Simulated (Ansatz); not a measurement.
The system is ReSbN.

```xyz
6
Lattice="3.4321 0.0000 0.0000 0.0000 3.4321 0.0000 0.0000 0.0000 8.5926" Properties=species:S:1:pos:R:3 pbc="T T T"
Re    0.0000    1.7161    7.5034
Re    1.7161    0.0000    1.0892
Sb    0.0000    1.7161    2.8653
Sb    1.7161    0.0000    5.7273
N     0.0000    0.0000    0.0000
N     1.7161    1.7161    0.0000
```

The cell comes from a database or a generator and needn't be the stable form of this composition.

| Quantity | Value |
| --- | --- |
| Program | Ansatz 0.2.0 |
| Task | relaxation of cell and atoms |
| Functional | LDA |
| Potentials or basis | Ansatz PAW |
| Cutoff | 420 eV (not typed: the program's choice for these potentials) |
| k mesh | 8 × 8 × 3 |
| Occupations | fermi-dirac, width 0.05 eV |
| Spin | no spin polarisation |
| Hubbard terms | Re d U = 5 eV |

At the start: volume 16.87 Å³/atom.

Where does the relaxation end?

It ends after 9 steps and the volume is 15.80 Å³/atom (-6.3 %); space group P4/nmm (No. 129, to 0.05 Å).

Step by step:
| step | energy change (eV) | largest force (eV/Å) | volume (Å³) |
| --- | --- | --- | --- |
| 1 | 0.0000 | 0.7599 | 101.22 |
| 2 | -0.0753 | 0.8999 | 91.39 |
| 3 | -0.1904 | 0.1042 | 95.30 |
| 4 | -0.1927 | 0.0705 | 95.10 |
| 5 | -0.1937 | 0.0135 | 94.86 |
| 6 | -0.1936 | 0.0008 | 94.90 |
| 7 | -0.1845 | 0.0004 | 94.90 |
| 8 | -0.1848 | 0.0004 | 94.79 |
| 9 | -0.1845 | 0.0004 | 94.79 |

Final structure:
```yaml
crystal:
  lattice:
    - [3.37094, 0.00000, 0.00000]
    - [0.00000, 3.37094, 0.00000]
    - [0.00000, 0.00000, 8.34195]
  atoms:
    - { symbol: Re, position: [0.00000, 0.50000, 0.87108] }
    - { symbol: Re, position: [0.50000, 0.00000, 0.12892] }
    - { symbol: Sb, position: [0.00000, 0.50000, 0.33538] }
    - { symbol: Sb, position: [0.50000, 0.00000, 0.66462] }
    - { symbol: N, position: [0.00000, 0.00000, 0.00000] }
    - { symbol: N, position: [0.50000, 0.50000, 0.00000] }
```

Caveat: the plane-wave basis is chosen anew once the cell has moved, so the energies of steps on either side of that aren't comparable; the pressure holds a Pulay correction of +0.3 GPa for the finite cutoff; U without spin polarisation on a metal has little footing; the PAW data sets come from PBE, with cores solved anew for the run's functional, which leaves a small shift of forces and pressure.
